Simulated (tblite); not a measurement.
# C5H9BO2: the cost of one run

Programs: tblite 0.8.0 and PySCF 2.14.0, with density-fitted response routines of our own. Each step states its level of theory. These are calculated values for one molecule, in the gas phase or a continuum, unless marked as measured. Atoms are numbered from 0 throughout.

## (1) The molecule as given

17 atoms, charge 0, multiplicity 1; geometry from: force field or distance geometry start.

Bonds of the start (Å): C0–C1 1.50, C1–C2 1.52, C2–C3 1.49, C3–C4 1.34, C4–B5 1.57, B5–O6 1.45, B5–O7 1.49, C3–C1 1.47, C0–H8 1.13, C0–H9 1.11, C0–H10 1.08, C1–H11 1.11, C2–H12 1.11, C2–H13 1.11, C4–H14 1.09, O6–H15 1.00, O7–H16 0.97.

## (2) Optimising the geometry with GFN2-xTB

The job: settings as JSON, then the geometry in Å.

```
{"job": {"kind": "relax", "xc": "GFN2-xTB", "basis": "xTB"}, "charge": 0, "multiplicity": 1}
C     -1.938400    -0.612100    -1.166000
C     -1.153000    -0.820500     0.089600
C     -1.606900     0.125400     1.194400
C     -0.233100     0.194100     0.615000
C      0.932700     0.850000     0.722800
B      2.142200     0.459200    -0.193700
O      2.346900    -0.946700    -0.507600
O      3.377500     1.258700     0.018600
H     -2.760700    -1.385600    -1.115700
H     -2.482100     0.359200    -1.170500
H     -1.406600    -0.778700    -2.095700
H     -0.975900    -1.884800     0.357600
H     -2.314400     0.938000     0.928900
H     -1.732700    -0.310400     2.209900
H      1.038700     1.679700     1.426100
H      3.318400    -1.087600    -0.685300
H      3.440400     1.974000    -0.638300
```

Command:

```bash
OMP_NUM_THREADS=1 python probes_run.py task.json out
```

This one command runs all jobs of the session in turn.

**Question.** How long does this first job take on 1 thread of Arm Neoverse N1, shared host, and how much memory does it need?

About 1.2 s, with a peak of 0.18 GiB.
